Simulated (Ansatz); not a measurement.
# CH4SSe (SMILES CS[SeH]): one structure at several levels

An exercise on one series of results from a longer session: the logs are not shown, and one member is left open.

Method: single points in def2-TZVPP; program: Ansatz 0.2.0, Gaussian basis.

Cores are frozen in the correlated methods. Filled d shells of the heavier atoms are correlated. B3LYP uses VWN-RPA correlation.

## Starting geometry

SMILES `CS[SeH]`, 7 atoms, charge 0, spin multiplicity 1.

Atoms are counted from 1 here; the program's logs count them from 0.

Bond lengths: C1–S2 1.976 Å, C1–H4 1.227 Å, C1–H5 1.242 Å, C1–H6 1.215 Å, S2–Se3 2.353 Å, Se3–H7 1.477 Å. Angles: S2–C1–H4 115.4°, S2–C1–H5 109.0°, S2–C1–H6 108.9°, H4–C1–H5 111.2°, H4–C1–H6 108.8°, H5–C1–H6 102.7°, C1–S2–Se3 99.7°, S2–Se3–H7 91.8°.

Coordinates:

```xyz
7
charge 0, multiplicity 1
C    -0.6658    0.7741   -0.3213
S    -0.5582   -0.5355    1.1545
Se    0.9124   -2.0999    0.1909
H    -1.0418    0.3228   -1.3984
H     0.4292    1.3496   -0.4324
H    -1.4093    1.6770    0.0062
H     2.0909   -1.4000    0.7417
```

The first run:

The input, run/in.yaml:

```yaml
crystal:
  periodic: [false, false, false]
  atoms:
    - {symbol: C, position_ang: [-0.665800, 0.774100, -0.321300]}
    - {symbol: S, position_ang: [-0.558200, -0.535500, 1.154500]}
    - {symbol: Se, position_ang: [0.912400, -2.099900, 0.190900]}
    - {symbol: H, position_ang: [-1.041800, 0.322800, -1.398400]}
    - {symbol: H, position_ang: [0.429200, 1.349600, -0.432400]}
    - {symbol: H, position_ang: [-1.409300, 1.677000, 0.006200]}
    - {symbol: H, position_ang: [2.090900, -1.400000, 0.741700]}
basis:
  gaussian: {orbitals: def2-TZVPP}
correlation: {method: ccsd_t}
output: {forces: true}
```

No record of the launch command was kept for these runs.

Steps of the session up to this table: CCSD(T)/def2-TZVPP; PBE0-D4/def2-TZVPP; wB97M-V/def2-TZVPP; r2SCAN-D4/def2-TZVPP; PBE-D4/def2-TZVPP; CAM-B3LYP-D4/def2-TZVPP; B3LYP-D4/def2-TZVPP.

One table of the session follows, with a row left open; its other results are not shown here.

```
      method  RMS force component (eV/Å)  angle to CCSD(T) forces (°)  dipole (D)
     CCSD(T)                       1.470                    reference        1.47
     PBE0-D4                       1.518                          3.8        1.57
     wB97M-V                       1.538                          3.1        1.50
   r2SCAN-D4                           ?                            ?           ?
      PBE-D4                       1.357                          5.1        1.47
CAM-B3LYP-D4                       1.535                          2.4        1.54
    B3LYP-D4                       1.457                          2.7        1.48
```

**Question.** Estimate the row for r2SCAN-D4.

**Answer.** RMS force component (eV/Å): 1.474; angle to CCSD(T) forces (°): 1.9; dipole (D): 1.57. In the column «RMS force component (eV/Å)» it lies between CCSD(T) (1.470) and PBE0-D4 (1.518).
